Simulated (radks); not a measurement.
# Valence configurations of Mo³⁺

Aim: which of several valence configurations of Mo³⁺ lies lowest at this level, and whether it is the one NIST lists ([Kr] 4d3).

Program: radks (a radial shooting solver on a logarithmic mesh, Libxc functionals) version 1. Level of theory: Dirac Kohn-Sham, PBE, spin-unpolarised, spherical densities, point nucleus; open shells fill j = l - 1/2 first. These are calculated values, not measurements, unless marked.

## (1) What is computed

* element: molybdenum (Z = 42)
* charge: +3
* electrons: 39
* configuration: [Kr] 4d3
* others tried: 4d2 5p1; 4d2 5s1; 5s1 5p2; 4d1 5s1 5p1; 4d1 5p2; 5p3; 4d1 5s2; 5s2 5p1

In the logs a row gives level, spin channel, occupation and eigenvalue; Etot, Ekin, Encl (electron-nucleus), Eh (Hartree) and Exc are energies, all in hartree; err is the last residual, it the number of iterations.

## (2) [Kr] 4d3

Input:

```text
Z 42
configuration [Kr] 4d3
relativity Dirac
functional pbe,pbe
spin unpolarised
j_filling energy
nucleus point
c 137.035999084
```

Standard output:

```text
1s1/2   1   2.0000        -729.31782619
2s1/2   1   2.0000        -104.02001908
2p1/2   1   2.0000         -95.78588634
2p3/2   1   4.0000         -91.86996956
3s1/2   1   2.0000         -18.70102303
3p1/2   1   2.0000         -15.56851367
3p3/2   1   4.0000         -14.92354110
3d3/2   1   4.0000          -9.38863493
3d5/2   1   6.0000          -9.26648924
4s1/2   1   2.0000          -3.53387601
4p1/2   1   2.0000          -2.63380957
4p3/2   1   4.0000          -2.53896692
4d3/2   1   3.0000          -1.21292927
4d5/2   1   0.0000          -1.20240313
Etot -4047.417012152401
Ekin 4197.089739506448
Encl -9733.149738997578
Eh 1611.4017369683982
Exc -122.75874962966932
err 1.9553640198108195e-09
it 14
```

The top filled level is 4d3/2, -33.005 eV.

From the orbitals of this run (lengths in bohr):

| level | occupation | energy (eV) | <r> | outermost maximum (interpolated) | 90 % within | nodes |
| --- | --- | --- | --- | --- | --- | --- |
| 3p3/2 | 4 | -406.09 | 0.4338 | 0.380 | 0.655 | 1 |
| 3d3/2 | 4 | -255.48 | 0.4131 | 0.321 | 0.661 | 0 |
| 3d5/2 | 6 | -252.15 | 0.4166 | 0.324 | 0.666 | 0 |
| 4s1/2 | 2 | -96.162 | 1.097 | 0.987 | 1.59 | 3 |
| 4p1/2 | 2 | -71.670 | 1.193 | 1.05 | 1.76 | 2 |
| 4p3/2 | 4 | -69.089 | 1.221 | 1.07 | 1.80 | 2 |
| 4d3/2 | 3 | -33.005 | 1.603 | 1.30 | 2.48 | 1 |
| 4d5/2 | 0 | -32.719 | 1.615 | 1.31 | 2.50 | 1 |

Radial density 4πr²ρ:

| r (bohr) | 4πr²ρ (e/bohr) |
| --- | --- |
| 0.00120 | 1.159 |
| 0.00179 | 2.361 |
| 0.00267 | 4.695 |
| 0.00401 | 9.118 |
| 0.00598 | 16.55 |
| 0.00892 | 27.70 |
| 0.0133 | 41.18 |
| 0.0199 | 51.71 |
| 0.0299 | 52.31 |
| 0.0446 | 45.87 |
| 0.0665 | 50.17 |
| 0.0992 | 64.65 |
| 0.148 | 56.07 |
| 0.221 | 40.81 |
| 0.332 | 49.97 |
| 0.495 | 32.59 |
| 0.739 | 12.18 |
| 1.10 | 11.10 |
| 1.64 | 5.066 |
| 2.47 | 0.8242 |
| 3.69 | 0.05669 |

## (3) [Kr] 4d2 5p1

Settings, as their differences from step 2:

```diff
@@ -1,3 +1,3 @@
 Z 42
-configuration [Kr] 4d3
+configuration [Kr] 4d2 5p1
 relativity Dirac
```

Standard output:

```text
1s1/2   1   2.0000        -729.53914465
2s1/2   1   2.0000        -104.25538071
2p1/2   1   2.0000         -96.02008025
2p3/2   1   4.0000         -92.10443612
3s1/2   1   2.0000         -18.92902069
3p1/2   1   2.0000         -15.79663142
3p3/2   1   4.0000         -15.15143095
3d3/2   1   4.0000          -9.61799919
3d5/2   1   6.0000          -9.49576180
4s1/2   1   2.0000          -3.73383083
4p1/2   1   2.0000          -2.82485977
4p3/2   1   4.0000          -2.72746425
4d3/2   1   2.0000          -1.36930604
4d5/2   1   0.0000          -1.35780998
5p1/2   1   1.0000          -0.84294449
5p3/2   1   0.0000          -0.82705422
Etot -4046.9327446404036
Ekin 4196.68381219532
Encl -9724.06352848022
Eh 1602.9011949637816
Exc -122.45422331928572
err 2.60825167229205e-09
it 14
```

E − E(step 2, [Kr] 4d3) = +13.178 eV. Highest occupied level: 5p1/2 at -22.938 eV.

## (4) [Kr] 4d2 5s1

Settings, as their differences from step 3:

```diff
@@ -1,3 +1,3 @@
 Z 42
-configuration [Kr] 4d2 5p1
+configuration [Kr] 4d2 5s1
 relativity Dirac
```

Standard output:

```text
1s1/2   1   2.0000        -729.50190367
2s1/2   1   2.0000        -104.21798923
2p1/2   1   2.0000         -95.98289743
2p3/2   1   4.0000         -92.06722684
3s1/2   1   2.0000         -18.89115436
3p1/2   1   2.0000         -15.75879603
3p3/2   1   4.0000         -15.11360861
3d3/2   1   4.0000          -9.58017926
3d5/2   1   6.0000          -9.45794387
4s1/2   1   2.0000          -3.69740034
4p1/2   1   2.0000          -2.78916908
4p3/2   1   4.0000          -2.69197768
4d3/2   1   2.0000          -1.33780123
4d5/2   1   0.0000          -1.32642945
5s1/2   1   1.0000          -1.04492876
Etot -4047.1544877153224
Ekin 4196.918947874562
Encl -9725.916583952687
Eh 1604.3369618207257
Exc -122.49381345792318
err 2.106278936194121e-09
it 14
```

Energy against step 2 ([Kr] 4d3): +7.144 eV. 5s1/2 is the highest filled level (-28.434 eV).

## (5) [Kr] 5s1 5p2

Settings, as their differences from step 4:

```diff
@@ -1,3 +1,3 @@
 Z 42
-configuration [Kr] 4d2 5s1
+configuration [Kr] 5s1 5p2
 relativity Dirac
```

Standard output:

```text
1s1/2   1   2.0000        -729.97775832
2s1/2   1   2.0000        -104.72815527
2p1/2   1   2.0000         -96.49042502
2p3/2   1   4.0000         -92.57538526
3s1/2   1   2.0000         -19.37922570
3p1/2   1   2.0000         -16.24721787
3p3/2   1   4.0000         -15.60132828
3d3/2   1   4.0000         -10.07182875
3d5/2   1   6.0000          -9.94931574
4s1/2   1   2.0000          -4.10572364
4p1/2   1   2.0000          -3.17710637
4p3/2   1   4.0000          -3.07389550
5s1/2   1   1.0000          -1.20973512
5p1/2   1   2.0000          -0.96355087
5p3/2   1   0.0000          -0.94450318
Etot -4045.9519959788086
Ekin 4195.891158631289
Encl -9706.504354086275
Eh 1586.5741128607615
Exc -121.91291338458353
err 4.035749518023095e-09
it 14
```

Energy against step 2 ([Kr] 4d3): +39.865 eV. Highest occupied level: 5p1/2 at -26.220 eV.

## (6) [Kr] 4d1 5s1 5p1

Settings, as their differences from step 5:

```diff
@@ -1,3 +1,3 @@
 Z 42
-configuration [Kr] 5s1 5p2
+configuration [Kr] 4d1 5s1 5p1
 relativity Dirac
```

Standard output:

```text
1s1/2   1   2.0000        -729.73516770
2s1/2   1   2.0000        -104.46728945
2p1/2   1   2.0000         -96.23093676
2p3/2   1   4.0000         -92.31556579
3s1/2   1   2.0000         -19.13073020
3p1/2   1   2.0000         -15.99852827
3p3/2   1   4.0000         -15.35303484
3d3/2   1   4.0000          -9.82139410
3d5/2   1   6.0000          -9.69903709
4s1/2   1   2.0000          -3.90141292
4p1/2   1   2.0000          -2.98338202
4p3/2   1   4.0000          -2.88333118
4d3/2   1   1.0000          -1.49675325
4d5/2   1   0.0000          -1.48437968
5s1/2   1   1.0000          -1.12986864
5p1/2   1   1.0000          -0.89630562
5p3/2   1   0.0000          -0.87895171
Etot -4046.5975663329973
Ekin 4196.445628016481
Encl -9716.386235621329
Eh 1595.5381744851015
Exc -122.19513321325144
err 7.324326798543249e-09
it 13
```

E − E(step 2, [Kr] 4d3) = +22.298 eV. 5p1/2 is the highest filled level (-24.390 eV).

## (7) [Kr] 4d1 5p2

Settings, as their differences from step 6:

```diff
@@ -1,3 +1,3 @@
 Z 42
-configuration [Kr] 4d1 5s1 5p1
+configuration [Kr] 4d1 5p2
 relativity Dirac
```

Standard output:

```text
1s1/2   1   2.0000        -729.77128784
2s1/2   1   2.0000        -104.50380011
2p1/2   1   2.0000         -96.26720369
2p3/2   1   4.0000         -92.35186565
3s1/2   1   2.0000         -19.16763673
3p1/2   1   2.0000         -16.03540352
3p3/2   1   4.0000         -15.38989256
3d3/2   1   4.0000          -9.85827302
3d5/2   1   6.0000          -9.73591243
4s1/2   1   2.0000          -3.93635544
4p1/2   1   2.0000          -3.01747776
4p3/2   1   4.0000          -2.91718959
4d3/2   1   1.0000          -1.52656000
4d5/2   1   0.0000          -1.51405768
5p1/2   1   2.0000          -0.91371439
5p3/2   1   0.0000          -0.89626727
Etot -4046.363566097223
Ekin 4196.19676026048
Encl -9714.561258177222
Eh 1594.1615720082414
Exc -122.16064018872237
err 4.501789050490799e-09
it 14
```

E − E(step 2, [Kr] 4d3) = +28.666 eV. Highest occupied level: 5p1/2 at -24.863 eV.

## (8) [Kr] 5p3

Settings, as their differences from step 7:

```diff
@@ -1,3 +1,3 @@
 Z 42
-configuration [Kr] 4d1 5p2
+configuration [Kr] 5p3
 relativity Dirac
```

Standard output:

```text
1s1/2   1   2.0000        -730.01842692
2s1/2   1   2.0000        -104.76890749
2p1/2   1   2.0000         -96.53091473
2p3/2   1   4.0000         -92.61590478
3s1/2   1   2.0000         -19.42013455
3p1/2   1   2.0000         -16.28808962
3p3/2   1   4.0000         -15.64217151
3d3/2   1   4.0000         -10.11270738
3d5/2   1   6.0000          -9.99018727
4s1/2   1   2.0000          -4.14376073
4p1/2   1   2.0000          -3.21413057
4p3/2   1   4.0000          -3.11063207
5p1/2   1   2.0000          -0.98125285
5p3/2   1   1.0000          -0.96208087
Etot -4045.686169873502
Ekin 4195.570247119076
Encl -9704.447614966626
Eh 1585.0702013598984
Exc -121.87900338585041
err 4.073446854490758e-09
it 14
```

Energy against step 2 ([Kr] 4d3): +47.099 eV. 5p3/2 is the highest filled level (-26.180 eV).

## (9) [Kr] 4d1 5s2

Settings, as their differences from step 8:

```diff
@@ -1,3 +1,3 @@
 Z 42
-configuration [Kr] 5p3
+configuration [Kr] 4d1 5s2
 relativity Dirac
```

Standard output:

```text
1s1/2   1   2.0000        -729.69862640
2s1/2   1   2.0000        -104.43036277
2p1/2   1   2.0000         -96.19425027
2p3/2   1   4.0000         -92.27884684
3s1/2   1   2.0000         -19.09341679
3p1/2   1   2.0000         -15.96124572
3p3/2   1   4.0000         -15.31576975
3d3/2   1   4.0000          -9.78410778
3d5/2   1   6.0000          -9.66175435
4s1/2   1   2.0000          -3.86596408
4p1/2   1   2.0000          -2.94874153
4p3/2   1   4.0000          -2.84891686
4d3/2   1   1.0000          -1.46629123
4d5/2   1   0.0000          -1.45404328
5s1/2   1   2.0000          -1.11085900
Etot -4046.830610989124
Ekin 4196.692434185522
Encl -9718.224712727446
Eh 1596.935193345124
Exc -122.23352579232403
err 3.060165344623801e-09
it 14
```

Energy against step 2 ([Kr] 4d3): +15.957 eV. Highest occupied level: 5s1/2 at -30.228 eV.

## (10) [Kr] 5s2 5p1

Settings, as their differences from step 9:

```diff
@@ -1,3 +1,3 @@
 Z 42
-configuration [Kr] 4d1 5s2
+configuration [Kr] 5s2 5p1
 relativity Dirac
```

Standard output:

```text
1s1/2   1   2.0000        -729.94246181
2s1/2   1   2.0000        -104.69222015
2p1/2   1   2.0000         -96.45476701
2p3/2   1   4.0000         -92.53968794
3s1/2   1   2.0000         -19.34298498
3p1/2   1   2.0000         -16.21100838
3p3/2   1   4.0000         -15.56514088
3d3/2   1   4.0000         -10.03559542
3d5/2   1   6.0000          -9.91308763
4s1/2   1   2.0000          -4.07187727
4p1/2   1   2.0000          -3.14413812
4p3/2   1   4.0000          -3.04117702
5s1/2   1   2.0000          -1.19262040
5p1/2   1   1.0000          -0.94745035
5p3/2   1   0.0000          -0.92852653
Etot -4046.197681704735
Ekin 4196.1513629204255
Encl -9708.310655242658
Eh 1587.908374164964
Exc -121.9467635474662
err 3.888066191916659e-09
it 14
```

E − E(step 2, [Kr] 4d3) = +33.180 eV. The top filled level is 5p1/2, -25.781 eV.

## (11) Summary of results

| valence | E − E(NIST configuration) (eV) | highest level | its energy (eV) | 1s shift (eV) |
| --- | --- | --- | --- | --- |
| 4d3 | 0.000 | 4d3/2 | -33.005 | +0.00 |
| 4d2 5s1 | 7.144 | 5s1/2 | -28.434 | -5.01 |
| 4d2 5p1 | 13.178 | 5p1/2 | -22.938 | -6.02 |
| 4d1 5s2 | 15.957 | 5s1/2 | -30.228 | -10.36 |
| 4d1 5s1 5p1 | 22.298 | 5p1/2 | -24.390 | -11.36 |
| 4d1 5p2 | 28.666 | 5p1/2 | -24.863 | -12.34 |
| 5s2 5p1 | 33.180 | 5p1/2 | -25.781 | -17.00 |
| 5s1 5p2 | 39.865 | 5p1/2 | -26.220 | -17.96 |
| 5p3 | 47.099 | 5p3/2 | -26.180 | -19.06 |

Theory agrees with NIST among these: the next, 4d2 5s1, lies 7.144 eV higher. The energies are those of spherical spin-averaged densities, not of single terms. The 1s eigenvalue shifts by up to 19.06 eV as the valence charge is rearranged.
